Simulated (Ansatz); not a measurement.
# SiO2: properties at the relaxed cell

One table from this session's results is given with a row withheld; the runs are named, their logs left out.

Computed with Ansatz 0.2.0 (DFT r2SCAN, scalar-relativistic, plane waves, PAW, unless a step's input says otherwise).

## The system as given

Symmetry: Im-3m, No. 229, cubic system. The conventional cell has a = 8.937 Å, b = 8.937 Å, c = 8.937 Å, α = 90.00°, β = 90.00°, γ = 90.00°. Si (site symmetry -4m2) has 4 O at 1.61 Å in its first shell of neighbours. O (site symmetry mm2) has 2 Si at 1.61 Å in its first shell of neighbours.

As a file:

```
Si O
1.0
    -4.46870    4.46870    4.46870
     4.46870   -4.46870    4.46870
     4.46870    4.46870   -4.46870
Si O
6 12
Cartesian
  2.2344 4.4687 0.0000
  2.2344 0.0000 4.4687
  4.4687 0.0000 2.2344
  0.0000 4.4687 2.2344
  4.4687 2.2344 0.0000
  0.0000 2.2344 4.4687
  1.3199 4.4687 -1.3199
  1.3199 1.3199 4.4687
  1.3199 -1.3199 4.4687
  3.1488 0.0000 3.1488
  1.3199 4.4687 1.3199
  4.4687 1.3199 -1.3199
  0.0000 3.1488 3.1488
  -1.3199 1.3199 4.4687
  4.4687 -1.3199 1.3199
  4.4687 1.3199 1.3199
  3.1488 3.1488 0.0000
  -1.3199 4.4687 1.3199
```

It goes back to an entry of the Materials Project, which need not be the stable form.

This cell was relaxed beforehand with the same method: volume 19.83 Å³/atom, gap on the mesh 6.24 eV.

The first run:

Input file input.yaml:

```yaml
crystal:
  lattice:
    - [-4.423563392, 4.423563392, 4.423563392]
    - [4.423563392, -4.423563392, 4.423563392]
    - [4.423563392, 4.423563392, -4.423563392]
  atoms:
    - { symbol: Si, position: [0.5, 0.25, 0.75] }
    - { symbol: Si, position: [0.5, 0.75, 0.25] }
    - { symbol: Si, position: [0.25, 0.75, 0.5] }
    - { symbol: Si, position: [0.75, 0.25, 0.5] }
    - { symbol: Si, position: [0.25, 0.5, 0.75] }
    - { symbol: Si, position: [0.75, 0.5, 0.25] }
    - { symbol: O, position: [0.352322388, 0.0, 0.647677612] }
    - { symbol: O, position: [0.647677612, 0.647677612, 0.295355224] }
    - { symbol: O, position: [0.352322388, 0.647677612, 0.0] }
    - { symbol: O, position: [0.352322388, 0.704644776, 0.352322388] }
    - { symbol: O, position: [0.647677612, 0.295355224, 0.647677612] }
    - { symbol: O, position: [0.0, 0.352322388, 0.647677612] }
    - { symbol: O, position: [0.704644776, 0.352322388, 0.352322388] }
    - { symbol: O, position: [0.647677612, 0.352322388, 0.0] }
    - { symbol: O, position: [0.0, 0.647677612, 0.352322388] }
    - { symbol: O, position: [0.295355224, 0.647677612, 0.647677612] }
    - { symbol: O, position: [0.352322388, 0.352322388, 0.704644776] }
    - { symbol: O, position: [0.647677612, 0.0, 0.352322388] }
basis:
  ecutwfc: 500
kpoints:
  mp_grid: { grid: [4, 4, 4] }
hamiltonian:
  xc: r2scan
scf:
  occupations: { method: gaussian, width: 0.02 }
output:
  forces: true
  stress: true
  eigenvalues: true
relax:
  adjacent_minimum: "off"
  f_tol: 0.01
  max_steps: 30
```

The run is started by

```
> ansatz run input.yaml --threads 4 --pin off --max-ram 10240MiB --backend cpu --events-out ev --progress --plain --runs-dir out
```

Steps of the session up to this table: Volume × 0.97; Volume × 1.03; Point at V/V0 = 0.94; Volume × 1.06; The cell scaled to 0.91 of its volume; Point at V/V0 = 1.10; The cell scaled to 0.88 of its volume.

One of the session's tables, all rows but one given; the rest of the session is left out.

It belongs to the step «Fit of the equation of state». 

```
volume (Å³/atom)  energy above the lowest point (meV/atom)  pressure (GPa)  gap on the mesh (eV)
          17.451                                     117.0           16.73                  6.07
          18.046                                      63.7           12.00                  6.17
          18.641                                         ?               ?                     ?
          19.236                                       6.7            3.63                  6.25
          19.830                                       0.0            0.04                  6.24
          20.425                                       5.9           -3.16                  6.19
          21.020                                      23.0           -6.01                  6.11
          21.813                                      61.1           -9.29                  5.94
```

Estimate the missing values for volume (Å³/atom) = 18.641.

Worked estimate for «energy above the lowest point (meV/atom)». A straight line through the neighbours (18.046, 63.7) and (19.236, 6.7) gives 63.7 + (6.7 − 63.7) × (18.641 − 18.046) / (19.236 − 18.046) = 35.2; a parabola fitted to 4 rows on both sides gives 27.4.

The run gave: energy above the lowest point (meV/atom): 27.4; pressure (GPa): 7.62; gap on the mesh (eV): 6.23. In «energy above the lowest point (meV/atom)» the line misses by +7.8 and the parabola by 0.0.

Limits of these values: The gap on the mesh goes from 6.07 eV at the smallest volume to 5.94 eV at the largest, through a peak of 6.25 eV between. Warnings in the runs' records: stress scf threshold loose, xc potential rough in thin density.
